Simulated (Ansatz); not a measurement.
# CH₆FNOSi: a ladder of functionals and wavefunction methods

How much do the methods differ for CH₆FNOSi? The plan is to run it at one geometry with functionals of several rungs and with coupled cluster. The yardstick is the atomisation energy at the CCSD(T) limit.

Program: Ansatz 0.2.0, Gaussian basis. Level of theory: functionals in def2-TZVPP, the program's frozen cores in correlated methods. These are calculated values, not measurements.

The runs, in order: LDA (SPW92), PBE-D4, revPBE-D4, BLYP-D4, r2SCAN-D4, B97M-V, PBE0-D4, B3LYP-D4, r2SCANh-D4, r2SCAN0-D4, HSE06-D4, BHLYP-D4, CAM-B3LYP-D4, LC-ωPBE, ωB97X-V, ωB97M-V, B2PLYP, PBE-QIDH; CCSD(T)/def2-SVP; CCSD(T)/def2-TZVPP; MP2/def2-QZVPP; extrapolation to the limit; RPA on PBE.

### Step 1. The relaxed structure

The geometry comes from an earlier relaxation with PBE0-D4 in a triple-zeta def2 set; it is a stationary point, not always the lowest conformer.

SMILES `N[SiH](F)CO`, 11 atoms, charge 0, spin multiplicity 1.

Atoms are counted from 1 here; the program's logs count them from 0.

Bond lengths: N1–Si2 1.693 Å, N1–H6 1.005 Å, N1–H7 1.008 Å, Si2–F3 1.607 Å, Si2–C4 1.878 Å, Si2–H8 1.482 Å, C4–O5 1.423 Å, C4–H9 1.099 Å, C4–H10 1.098 Å, O5–H11 0.960 Å. Angles: Si2–N1–H6 123.4°, Si2–N1–H7 118.6°, H6–N1–H7 112.7°, N1–Si2–F3 114.4°, N1–Si2–C4 106.7°, N1–Si2–H8 110.5°, F3–Si2–C4 108.1°, F3–Si2–H8 104.6°, C4–Si2–H8 112.7°, Si2–C4–O5 107.8°, Si2–C4–H9 108.8°, Si2–C4–H10 109.7°, O5–C4–H9 111.5°, O5–C4–H10 111.7°, H9–C4–H10 107.3°, C4–O5–H11 108.9°.

### Step 2. LDA

This LDA is Slater exchange with PW92 correlation.

The input, in.yaml:

```yaml
crystal:
  periodic: [false, false, false]
  atoms:
    - {symbol: N, position_ang: [-0.444034, 1.658509, 0.060338]}
    - {symbol: Si, position_ang: [-0.964307, 0.050770, -0.034959]}
    - {symbol: F, position_ang: [-1.719167, -0.481004, 1.279912]}
    - {symbol: C, position_ang: [0.571654, -0.999404, -0.291307]}
    - {symbol: O, position_ang: [1.608678, -0.458060, 0.518839]}
    - {symbol: H, position_ang: [-1.072398, 2.442387, 0.099629]}
    - {symbol: H, position_ang: [0.445674, 1.852161, 0.492676]}
    - {symbol: H, position_ang: [-1.955160, -0.110133, -1.125134]}
    - {symbol: H, position_ang: [0.840304, -0.979498, -1.357254]}
    - {symbol: H, position_ang: [0.354167, -2.043583, -0.028704]}
    - {symbol: H, position_ang: [2.399990, -0.989247, 0.406663]}
basis:
  gaussian: {orbitals: def2-TZVPP}
hamiltonian: {xc: lda}
output: {orbitals: {seedname: orbitals}}
```

Started as:

```sh
$ ansatz run in.yaml --threads 4 --pin off --events-out ev --progress --plain --max-ram 10444MiB
```

Further steps of the session: PBE-D4 (GGA); revPBE-D4 (GGA); BLYP-D4 (GGA); r2SCAN-D4 (meta-GGA); B97M-V (meta-GGA); PBE0-D4 (hybrid); B3LYP-D4 (hybrid); r2SCANh-D4 (hybrid); r2SCAN0-D4 (hybrid); HSE06-D4 (hybrid); BHLYP-D4 (hybrid); CAM-B3LYP-D4 (range-separated); LC-ωPBE (range-separated); ωB97X-V (range-separated); ωB97M-V (range-separated); B2PLYP (double hybrid); PBE-QIDH (double hybrid); CCSD(T) in def2-SVP; CCSD(T) in def2-TZVPP; MP2 in def2-QZVPP; RPA on PBE orbitals.

Before running them: what should the planned runs give, taken together? Wanted: atomisation energy, CCSD(T)/CBS; farthest beyond LDA; mean size of error, GGA; mean size of error, meta-GGA; mean size of error, hybrid; mean size of error, range-separated; mean size of error, double hybrid; gap, smallest and largest; T1 diagnostic.

The runs gave:

| quantity | value |
| --- | --- |
| atomisation energy, CCSD(T)/CBS | 4107.4 kJ/mol |
| functionals within 20.5 kJ/mol (0.5 %) | BLYP-D4, B3LYP-D4, CAM-B3LYP-D4, ωB97X-V, ωB97M-V |
| farthest beyond LDA | BHLYP-D4 (-151.8 kJ/mol) |
| mean size of error, GGA | 40.8 kJ/mol |
| mean size of error, meta-GGA | 23.5 kJ/mol |
| mean size of error, hybrid | 66.5 kJ/mol |
| mean size of error, range-separated | 12.0 kJ/mol |
| mean size of error, double hybrid | 62.3 kJ/mol |
| gap, smallest and largest | 5.80 eV (BLYP-D4), 13.41 eV (LC-ωPBE) |
| T1 diagnostic | 0.0107 |
| triples share of the correlation energy | 3.3 % |

The LDA atomisation energy is off by 591.0 kJ/mol (14 %): it overbinds. PBE-D4 misses by +48.4 kJ/mol. Double hybrids carry the basis error of their MP2 part in triple zeta, and no dispersion term here, so their miss is partly the set-up's. Taken by rung, range-separated functionals do best (12.0 kJ/mol on average) and hybrid ones worst beyond LDA (66.5 kJ/mol). The mean of the hybrids holds BHLYP, with half exact exchange. Misses under about 20.5 kJ/mol are within the doubt on the reference itself, which lacks core-valence correlation, relativity and higher excitations. Hartree-Fock recovers 71 % of the binding; the rest is correlation. CCSD(T) in def2-SVP is off by -317.1 kJ/mol, so the small basis spoils what the method gains. The gap grows from 5.8 to 13.4 eV across the functionals, mostly with the share of exact exchange.
